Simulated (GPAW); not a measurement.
# Bi in GPAW: relaxation of the atoms with PBEsol

Aim: the relaxation of the atoms of Bi with PBEsol.

Everything below comes from runs of GPAW 26.7.0. Logs are shortened: lines on timing, memory, paths and dates and some standing lists are left out, and cuts for length are marked. The log counts tension as positive stress, the text compression.

**1. The cell of the first run**

The cell holds a slab with vacuum, 3 atoms: a = 4.539 Å, b = 4.539 Å, c = 26.829 Å, α = 90.00°, β = 90.00°, γ = 120.00°.

**2. Relaxation of the atoms, PBEsol (the (0 0 1) slab of Bi, cut from the database cell, not relaxed)**

File run.py:

```python
import numpy as np
from ase.constraints import FixAtoms
from ase.io import read, write
from ase.optimize import BFGS
from ase.units import Bohr
from gpaw import GPAW, PW, setup_paths
from gpaw.elf import elf_from_dft_calculation

setup_paths.insert(0, '.')

atoms = read('Bi.xyz')
atoms.pbc = (True, True, False)
atoms.set_constraint(FixAtoms([0]))

calc = GPAW(mode=PW(450),
            xc='PBEsol',
            kpts={'size': (7, 7, 1), 'gamma': True},
            occupations={'name': 'fermi-dirac', 'width': 0.05},
            nbands=36,
            convergence={'density': 1e-05, 'energy': 1e-05},
            maxiter=150,
            poissonsolver={'dipolelayer': 'xy'},
            symmetry={'extra_ids': [1, 0, 0]},
            txt='gpaw.txt')
atoms.calc = calc
opt = BFGS(atoms, trajectory='relax.traj', logfile='-')
done = opt.run(fmax=0.05, steps=100)
calc.write('gs.gpw')
write('result.traj', atoms)
print('Converged:', done)
print('Cell:', atoms.cell.cellpar().round(4))
print('Volume:', round(atoms.get_volume(), 4))
print(atoms.get_scaled_positions().round(5))

# fields on the real-space grid
write('density.cube', atoms, data=calc.get_pseudo_density() * Bohr**3)
write('potential.cube', atoms, data=calc.get_electrostatic_potential())
write('elf.cube', atoms, data=elf_from_dft_calculation(calc).data)

v = calc.get_electrostatic_potential().mean(axis=(0, 1))
z = np.arange(len(v)) * atoms.cell[2, 2] / len(v)
ef = calc.get_fermi_level()
np.savetxt('planar.dat', np.c_[z, v], fmt='%.4f')
below, above = np.interp([1.5, atoms.cell[2, 2] - 1.5], z, v) - ef
print(f'Work functions: bottom {below:.4f} eV, top {above:.4f} eV')
print('Dipole moment:', *calc.get_dipole_moment().round(5), 'e A')
```

File Bi.xyz:

```xyz
3
Lattice="4.5390002997 0.0000000000 0.0000000000 -2.2695001498 3.9308895674 0.0000000000 0.0000000000 0.0000000000 26.8290000000" Properties=species:S:1:pos:R:3 pbc="T T T"
Bi     0.0000000001      2.6205930446      7.5000000000
Bi     2.2695001499      1.3102965227     13.4145000000
Bi     0.0000000001      2.6205930446     19.3290000000
```

Potentials or basis: PAW data sets generated in the run's folder for this functional, pw.

The run is started by

```console
$ gpaw-setup -f PBEsol Bi
$ OMP_NUM_THREADS=1 python run.py
```

gpaw.txt:

```text
__  _  _
 | _ |_)|_||  |
 |__||  | ||/\| - 26.7.0

Input parameters:
  mode=PW(ecut=450.00000000000006),
  convergence={'density': 1e-05, 'energy': 1e-05},
  kpts=MonkhorstPack(size=(7, 7, 1), gamma=True),
  maxiter=150,
  nbands=36,
  occupations=Occupations(name='fermi-dirac', width=0.05),
  poissonsolver=PoissonSolver(dipolelayer='xy'),
  symmetry=Symmetry(extra_ids=array([1, 0, 0])),
  xc=XC(name='PBEsol')

Diagonalizing LCAO Hamiltonian
Converting LCAO to pw mode

        Bi

            Bi

        Bi

Atoms  # Å, Bohr magnetons
|   | symbol |        x |        y |         z |    initial magnetic moments |
|---|--------|----------|----------|-----------|-----------------------------|
| 0 |     Bi | 0.000000 | 2.620593 |  7.500000 | ( 0.0000,  0.0000,  0.0000) |
| 1 |     Bi | 2.269500 | 1.310297 | 13.414500 | ( 0.0000,  0.0000,  0.0000) |
| 2 |     Bi | 0.000000 | 2.620593 | 19.329000 | ( 0.0000,  0.0000,  0.0000) |

Unit cell  # Å
| periodic |         x |        y |         z |   lengths |     angles |
|----------|-----------|----------|-----------|-----------|------------|
|      yes |  4.539000 | 0.000000 |  0.000000 |  4.539000 |  90.000000 |
|      yes | -2.269500 | 3.930890 |  0.000000 |  4.539000 |  90.000000 |
|       no |  0.000000 | 0.000000 | 26.829000 | 26.829000 | 120.000000 |

Number of symmetries: 6
Symmetry operations  # r_c * U_cc + t_c -> r_c
|   | kind |            matrix            |
|---|------|------------------------------|
| 0 |  σ   |  1, 1, 0,  0,-1, 0,  0, 0, 1 |
| 1 |  E   |  1, 0, 0,  0, 1, 0,  0, 0, 1 |
| 2 |  C3  |  0, 1, 0, -1,-1, 0,  0, 0, 1 |
| 3 |  σ   |  0,-1, 0, -1, 0, 0,  0, 0, 1 |
| 4 |  σ   | -1, 0, 0,  1, 1, 0,  0, 0, 1 |
| 5 |  C3  | -1,-1, 0,  1, 0, 0,  0, 0, 1 |

BZ-sampling:
  Number of BZ points: 49
  Number of IBZ points: 8

  Monkhorst-Pack size: [7, 7, 1]
  Monkhorst-Pack shift: [0, 0, 0]

K-points  # in reciprocal-cell coordinates
|   |                                coordinates |     weight |
|---|--------------------------------------------|------------|
| 0 | (  0.00000000,   0.00000000,   0.00000000) | 0.02040816 |
| 1 | (  0.14285714,   0.00000000,   0.00000000) | 0.12244898 |
| 2 | (  0.28571429,  -0.14285714,   0.00000000) | 0.12244898 |
| 3 | (  0.28571429,   0.00000000,   0.00000000) | 0.12244898 |
| 4 | (  0.42857143,  -0.14285714,   0.00000000) | 0.24489796 |
| 5 | (  0.42857143,   0.00000000,   0.00000000) | 0.12244898 |
| 6 | (  0.42857143,   0.28571429,   0.00000000) | 0.12244898 |
| 7 | (  0.42857143,   0.42857143,   0.00000000) | 0.12244898 |

Plane wave coefficients: 10428
Cutoff: 450.00000000000006 eV

Spin-components: 1 (collinear spins)
Bands:           36
Projectors:      18
Spin-degeneracy: 2
Datatype:        complex128

Density:
  Valence electrons: 45.0
  Components: 1
  Grid points: [ 24  24 135]
  Charge: 0.0  # |e|

Potential:
  Grid points: [ 24  24 135]

species:
  Bi:
    name:    Bismuth
    Z:       83.0
    valence: 15
    core:    68
    charge:  0.0  # [|e|]
    compensation charges:
      type: gauss
      rc: 0.38  # [Å]
      lmax: 2
    cutoffs:
      filter: 2.23  # [Å]
      core: 2.33  # [Å]
    projectors
    | kind |    occ | energy [eV] | rcut [Å] |
    |------|--------|-------------|----------|
    |   6s |  2.000 |     -14.443 |    1.286 |
    |   6p |  3.000 |      -4.606 |    1.275 |
    |   5d | 10.000 |     -27.097 |    1.349 |
    |    s |        |      12.769 |    1.286 |
    |    p |        |      22.605 |    1.275 |
    |    d |        |       0.114 |    1.349 |

    Using partial waves for Bi as LCAO basis

Reference energy: -1754081.688683  # eV

eigensolver:
  PPCG
  Converge bands: occupied
  niter=2

density mixing:
  MSR1-Mixer
  Pratt-step length: 0.05
  Maximum mixing coefficient: 0.75
  Old densities: 10
  SVD Regularization: 0.005
  Good broyden scale: 1.0
  Trust region scale: 1.0
  Backstep threshold: 4.0
  History deletion threshold: 6.0
  Fourier metric: weight=20.0, sigma=0.015

occupation numbers:
  Fermi-Dirac:
    width: 0.0500  # eV

<gpaw.new.pw.poisson.DipoleLayerPWPoissonSolver object>
xc functional:
  name: PBEsol with 2 nearest neighbor stencil

convergence criteria:
- Maximum integral of absolute [dens]ity change: 1e-05 electrons / valence electron
- Maximum [total energy] change in last 3 cyles: 1e-05 eV / valence electron
- Maximum integral of absolute [eigenst]ate change: 4e-08 eV^2 / valence electron
maximum number of iterations: 150

SCF iterations
|iter     | |      energy | eigst |  dens |
|---------|-|-------------|-------|-------|
|iter:   1| |   -7.415853 | -0.44 |       |
|iter:   2| |   -7.434759 | -2.21 | -1.54 |
|iter:   3| |  -17.477544 | -2.11 | -1.56 |
|iter:   4| |   -8.064284 | -2.44 | -0.85 |
|iter:   5| |  -35.591595 | -1.46 | -1.14 |
|iter:   6| |   -8.088130 | -1.92 | -0.59 |
|iter:   7| |   -7.909235 | -3.22 | -1.16 |
|iter:   8| |   -7.601499 | -3.81 | -1.21 |
|iter:   9| |   -7.493274 | -3.71 | -1.44 |
|iter:  10| |   -7.431567 | -3.47 | -1.66 |
|iter:  11| |   -7.438233 | -4.25 | -2.29 |
|iter:  12| |   -7.431166 | -4.70 | -2.00 |
|iter:  13| |   -7.430243 | -4.64 | -2.43 |
|iter:  14| |   -7.430265 | -5.47 | -3.08 |
|iter:  15| |   -7.430216c| -5.46 | -3.12 |
|iter:  16| |   -7.430223c| -6.40 | -3.60 |
|iter:  17| |   -7.430207c| -7.33 | -3.85 |
|iter:  18| |   -7.430201c| -7.84c| -4.06 |
|iter:  19| |   -7.430209c| -7.72c| -3.75 |
|iter:  20| |   -7.430205c| -8.27c| -3.98 |
|iter:  21| |   -7.430207c| -8.69c| -4.40 |
|iter:  22| |   -7.430206c| -9.25c| -4.97 |
|iter:  23| |   -7.430206c| -9.64c| -4.99 |
|iter:  24| |   -7.430206c|-10.04c| -5.74c|

Converged in 24 steps
Energy contributions relative to reference atoms: (reference = -1754081.688683)

Energy contributions:
  Kinetic:          11.148688
  Coulomb:         -13.452901
  Zero:             -4.371090
  External:          0.000000
  Xc:               -0.716063
  Entropy:          -0.077680
  Spinorbit:         0.000000
  ----------------------------
  Free energy:      -7.469046
  Extrapolated:     -7.430206

dipole moment: (-2.481470, 1.432681, 0.000019)  # |e|*Ang

Fermi level: -2.451
Eigenvalues  # (at kpt = [0.000, 0.000, 0.000])
| band index |      eig [eV] | occ [0-2] |
|------------|---------------|-----------|
|          0 |       -25.461 |     2.000 |
|        ... |               |           |
|         13 |       -25.430 |     2.000 |
|         14 |       -25.430 |     2.000 |
|         15 |       -12.670 |     2.000 |
|         16 |       -12.666 |     2.000 |
|         17 |       -12.663 |     2.000 |
|         18 |        -3.231 |     2.000 |
|         19 |        -3.067 |     2.000 |
|         20 |        -2.882 |     2.000 |
|         21 |        -1.069 |     0.000 |
|         22 |        -1.069 |     0.000 |
|         23 |        -1.065 |     0.000 |
|         24 |        -1.065 |     0.000 |
|         25 |        -1.061 |     0.000 |
|         26 |        -1.061 |     0.000 |
|         27 |         0.764 |     0.000 |
|         28 |         1.209 |     0.000 |
|        ... |               |           |
|         35 |         4.720 |     0.000 |

No gap
No difference between direct/indirect transitions
vacuum-level: 2.411  # V
Workfunctions: 4.862, 4.862 eV (top, bottom)

Forces  # eV/Ang
|       x |        y |        z |
|---------|----------|----------|
| 0.00000 | -0.00000 |  0.03867 |  # Bi   0
| 0.00000 |  0.00000 | -0.00000 |  # Bi   1
| 0.00000 | -0.00000 | -0.03870 |  # Bi   2

# Writing to gs.gpw (mode='')
```

Run time: 1.8 min. Hardware: 1 thread of Arm Neoverse V2, shared host; peak memory 0.32 GiB.

Results:

```yaml
Free_energy: -7.4690 eV
Band_gap_on_the_k_mesh: none (metal or under the smearing width)
Dipole_across_the_slab: 0.00 e·Å
Work_function_of_the_upper_face: 4.86 eV
Work_function_of_the_lower_face: 4.86 eV
```

Final structure:
```yaml
crystal:
  lattice:
    - [4.53900, 0.00000, 0.00000]
    - [-2.26950, 3.93089, 0.00000]
    - [0.00000, 0.00000, 26.82900]
  atoms:
    - { symbol: Bi, position: [0.33333, 0.66667, 0.27955] }
    - { symbol: Bi, position: [0.66667, 0.33333, 0.50000] }
    - { symbol: Bi, position: [0.33333, 0.66667, 0.72045] }
```

Caveat: the relaxation stopped at its first step, so nothing moved; later steps reuse the first step's grids; spin-orbit coupling is left out, which moves the levels of the heavy elements.
